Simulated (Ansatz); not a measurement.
# GeNH₅ (triplet): from Hartree-Fock to the top rungs at distance Ge1–H5 along a hydrogen transfer = 1.534 Å, cc-pVDZ

The task here is to estimate one member of a computed series from the others.

Computed with Ansatz 0.2.0, Gaussian basis. Level: cc-pVDZ, core rule «outside noble gas», up to 15 orbitals frozen.

To be run: UHF; CCSD(T) on ROHF; CCSD(T) on UHF; BCCD(T) on ROHF; CISD; CCSDT(Q) on ROHF; CCSDT(Q) on UHF; CASSCF and MRCISD+Q, 4 electrons in 4 orbitals; CASSCF and NEVPT2, 4 electrons in 4 orbitals.

## What is computed

The geometry derives from fragments relaxed apart (PBE0/def2-TZVP) and kept rigid, so it is no stationary point. A hydrogen atom is moved between rigid fragments. No spin-orbit coupling is included. The filled d shell of Ge may be among the frozen orbitals whatever the setting's name suggests; the logs give the count.

7 atoms, charge 0, spin multiplicity 3.

Atoms are counted from 1 here; the program's logs count them from 0.

Bond lengths: Ge1–H2 1.534 Å, Ge1–H3 1.534 Å, Ge1–H4 1.534 Å, Ge1–H5 1.534 Å, N6–H7 1.040 Å. Angles: H2–Ge1–H3 109.5°, H2–Ge1–H4 109.5°, H2–Ge1–H5 109.5°, H3–Ge1–H4 109.5°, H3–Ge1–H5 109.5°, H4–Ge1–H5 109.5°.

The first run:

in.yaml reads:

```yaml
crystal:
  periodic: [false, false, false]
  atoms:
    - {symbol: Ge, position_ang: [-0.541240, 0.011040, 0.000000]}
    - {symbol: H, position_ang: [-1.052690, 1.457639, 0.000001]}
    - {symbol: H, position_ang: [-1.052690, -0.712260, 1.252791]}
    - {symbol: H, position_ang: [-1.052690, -0.712259, -1.252792]}
    - {symbol: H, position_ang: [0.993110, 0.011040, 0.000000]}
    - {symbol: N, position_ang: [2.745760, 0.011040, 0.000000]}
    - {symbol: H, position_ang: [3.014842, -0.993187, -0.000001]}
basis:
  gaussian: {orbitals: cc-pVDZ}
magnetization: {spin_polarized: true, initial_magnetization: 2}
hamiltonian: {xc: hf}
output: {orbitals: {seedname: orbitals}}
```

Started as:

```sh
ansatz run in.yaml --threads 1 --pin off --events-out ev --progress --plain --max-ram 2816MiB --backend cpu
```

Steps of the session up to this table: UHF; CCSD(T) on ROHF; CCSD(T) on UHF; BCCD(T) on ROHF; CISD; CCSDT(Q) on ROHF; CCSDT(Q) on UHF; CASSCF and MRCISD+Q, 4 electrons in 4 orbitals; CASSCF and NEVPT2, 4 electrons in 4 orbitals.

One table of the session follows, with a row left open; its other results are not shown here.

| method | from UCCSDT(Q) (meV) |
| --- | --- |
| ROHF | +7786.0 |
| UHF | +7575.8 |
| RMP2 | +1503.2 |
| UMP2 | +1499.0 |
| CISD | +814.1 |
| RCCSD | +164.2 |
| UCCSD | +160.6 |
| RCCSD(T) | +33.6 |
| UCCSD(T) | ? |
| BCCD(T) | +33.2 |
| RCCSDT | +7.1 |
| UCCSDT | +5.7 |
| RCCSDT(Q) | +1.4 |
| UCCSDT(Q) | 0 |
| CASSCF pair | +7155.7 |
| NEVPT2 pair | +1431.4 |
| MRCISD pair | +714.6 |
| MRCISD+Q pair | +53.0 |

**Question.** Estimate the row for UCCSD(T).

The run gave: from UCCSDT(Q) (meV): +32.3. In the column «from UCCSDT(Q) (meV)» it lies between RCCSDT (+7.1) and BCCD(T) (+33.2).

To keep in mind: Restricted and unrestricted rows rest on different reference determinants; where their highest levels disagree by more than a few hundredths of an eV, they describe different states and don't form one ladder.
